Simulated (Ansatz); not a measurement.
# YTi3: a trial structure relaxed

Where does YTi3 go from the start given, Cu3Au (L1_2) type (Pm-3m, No. 221)?

Computed with Ansatz 0.2.0 (DFT PBE, scalar-relativistic, plane waves, PAW, unless a step's input says otherwise).

### 1 The structure to begin with

Symmetry: Pm-3m, No. 221, cubic system. The conventional cell has a = 4.096 Å, b = 4.096 Å, c = 4.096 Å, α = 90.00°, β = 90.00°, γ = 90.00°. Y (site symmetry m-3m) has 12 Ti at 2.90 Å as nearest neighbours. Ti (site symmetry 4/mmm) has 4 Y at 2.90 Å and 8 Ti at 2.90 Å as nearest neighbours.

Structure file:

```xyz
4
Lattice="4.0958 0.0000 0.0000 0.0000 4.0958 0.0000 0.0000 0.0000 4.0958" Properties=species:S:1:pos:R:3 pbc="T T T"
Y     0.0000    0.0000    0.0000
Ti    0.0000    2.0479    2.0479
Ti    2.0479    0.0000    2.0479
Ti    2.0479    2.0479    0.0000
```

(A quick probe on a coarse mesh, which set the mesh and smearing, is not shown.)

### 3 Coarse relaxation

Contents of input.yaml:

```yaml
crystal:
  lattice:
    - [4.0958430177, 0.0, 0.0]
    - [0.0, 4.0958430177, 0.0]
    - [0.0, 0.0, 4.0958430177]
  atoms:
    - { symbol: "Y", position: [0.0, 0.0, 0.0] }
    - { symbol: Ti, position: [0.0, 0.5, 0.5] }
    - { symbol: Ti, position: [0.5, 0.0, 0.5] }
    - { symbol: Ti, position: [0.5, 0.5, 0.0] }
basis:
  ecutwfc: 420
kpoints:
  mp_grid: { grid: [4, 4, 4] }
hamiltonian:
  xc: pbe
scf:
  occupations: { method: gaussian, width: 0.1 }
  lower_state_search: "off"
output:
  forces: true
  stress: true
  eigenvalues: true
relax:
  adjacent_minimum: "off"
  f_tol: 0.04
  max_steps: 70
  cell: { stress_tol: 0.4 }
```

On the command line:

```
ansatz run input.yaml --threads 1 --pin off --max-ram 2560MiB --backend cpu --events-out ev --progress --plain --runs-dir out
```

Further runs follow: full relaxation.

**Question.** What will these runs give?

**Answer**, as computed:

Formation energies count from the elements, computed with the same settings in runs not shown here.

```
                          quantity                                                                      value
                              cell  a = 4.337 Å, b = 4.337 Å, c = 4.337 Å, α = 90.00°, β = 90.00°, γ = 90.00°
                       space group                                                            Pm-3m (No. 221)
                            volume                                                              20.40 Å³/atom
                   gap on the mesh                                                               none (metal)
formation energy from the elements                                                             +0.281 eV/atom
```

The space group stayed Pm-3m, and from the first guess the volume went from 17.18 to 20.40 Å³/atom. The formation energy of +0.28 eV/atom is positive, so the elements lie lower than this structure; another structure of the compound can lie lower.
